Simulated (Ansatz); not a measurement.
Write a Python script for the Python package of Ansatz (0.2.0) that makes a point defect in a supercell of KTeO3, space group Pm-3m. Level of theory (first run): PBEsol, PAW, cutoff 422 eV, Gaussian smearing of 0.3 eV.

```
CELL_PARAMETERS angstrom
4.11439 0.00000 0.00000
0.00000 4.11439 0.00000
0.00000 0.00000 4.11439
ATOMIC_POSITIONS crystal
K 0.00000 0.00000 0.00000
Te 0.50000 0.50000 0.50000
O 0.50000 0.50000 0.00000
O 0.50000 0.00000 0.50000
O 0.00000 0.50000 0.50000
```

Script `defect_kteo3.py`:
```python
"""Point defect (vacancy) in KTeO3."""

import warnings

import ansatz as az
import numpy as np

warnings.simplefilter("ignore", az.DeckWarning)

vectors = np.array([
    [4.11439, 0.0, 0.0],
    [0.0, 4.11439, 0.0],
    [0.0, 0.0, 4.11439],
])
crystal = (
    az.Lattice.of(vectors)
    .atom("K", [0.0, 0.0, 0.0])
    .atom("Te", [0.5, 0.5, 0.5])
    .atom("O", [0.5, 0.5, 0.0])
    .atom("O", [0.5, 0.0, 0.5])
    .atom("O", [0.0, 0.5, 0.5])
)
host = crystal.supercell(2, 2, 1)
defective = host.vacancy("O", at=[0.5, 0.0, 0.5])

def prepare(structure):
    return (
        structure.calculation()
        .functional("PBEsol")
        .basis(31 * az.Ry, density_ratio=6)
        .kpoints(spacing=0.44)
        .occupations("gaussian", width=0.3)
        .initial_density(normalization="atom")
        .scf(extra_bands=4)
        .band_table()
    )


perfect = prepare(host).run().report
base = (
    prepare(defective)
    .relax(force_tolerance=0.03, max_steps=40)
)
res = base.run()
report = res.report

n_host, n_defect = len(perfect["lattice"]["sites"]), len(report["lattice"]["sites"])
print(f"perfect cell: {n_host} atoms, F = {perfect['free_energy_ev']:.4f} eV")
print(f"defect cell:  {n_defect} atoms, F = {report['free_energy_ev']:.4f} eV")
# chemical potentials are still to be added to this difference
print(f"difference {report['free_energy_ev'] - perfect['free_energy_ev']:.4f} eV (no chemical potentials)")

for site in res.lattice.sites:
    print(f"{site.symbol:2s}", " ".join(f"{v:8.4f}" for v in site.position_ang))

start = np.array([site.position for site in defective.resolved().sites])
step = np.array([site.position_frac for site in res.lattice.sites]) - start
moved = np.linalg.norm((step - np.round(step)) @ res.lattice.cell_ang, axis=1)
print("relaxation by atom (A):", " ".join(f"{site.symbol}:{d:.3f}" for site, d in zip(res.lattice.sites, moved)))
```

```console
$ python defect_kteo3.py
perfect cell: 20 atoms, F = -40395.9953 eV
defect cell:  19 atoms, F = -39836.1088 eV
difference 559.8865 eV (no chemical potentials)
K   -0.0912  -0.0000   0.0000
Te   2.0572   2.1121   2.0572
O    2.0572   2.1587   0.0000
O   -0.0087   2.0746   2.0572
K   -0.0343   4.1144   0.0000
Te   2.0572   6.1167   2.0572
O    2.0572   6.0701   0.0000
O    2.0572   4.1144   2.0572
O   -0.0087   6.1542   2.0572
K    4.2056  -0.0000   0.0000
Te   6.1716   2.0747   2.0572
O    6.1716   2.0411   0.0000
O    6.1716  -0.0000   2.0572
O    4.1231   2.0746   2.0572
K    4.1487   4.1144   0.0000
Te   6.1716   6.1540   2.0572
O    6.1716   6.1877   0.0000
O    6.1716   4.1144   2.0572
O    4.1231   6.1542   2.0572
relaxation by atom (A): K:0.091 Te:0.055 O:0.101 O:0.019 K:0.034 Te:0.055 O:0.101 O:0.000 O:0.019 K:0.091 Te:0.018 O:0.016 O:0.000 O:0.019 K:0.034 Te:0.018 O:0.016 O:0.000 O:0.019
```

What to keep in mind:
- The settings weren't tested for convergence.
- The difference holds no chemical potentials.
- Errors of mesh and smearing per atom add up over the supercell, so the energy can be off by tenths of an eV.
- This cell is a computed structure, which may not be the phase found in nature.
- The supercell is small, so the defect meets its images and the energies aren't those of an isolated defect; a partly filled defect level may also lower its energy by spin or distortion. For a charged cell the difference holds no correction, alignment or term for the electrons' reservoir.
- It ran for 2.6 min on 1 thread of Arm Neoverse V1, with other jobs on the host, peak memory 0.79 GiB.

(Lines on the test bed's own set-up are left out of the output.)
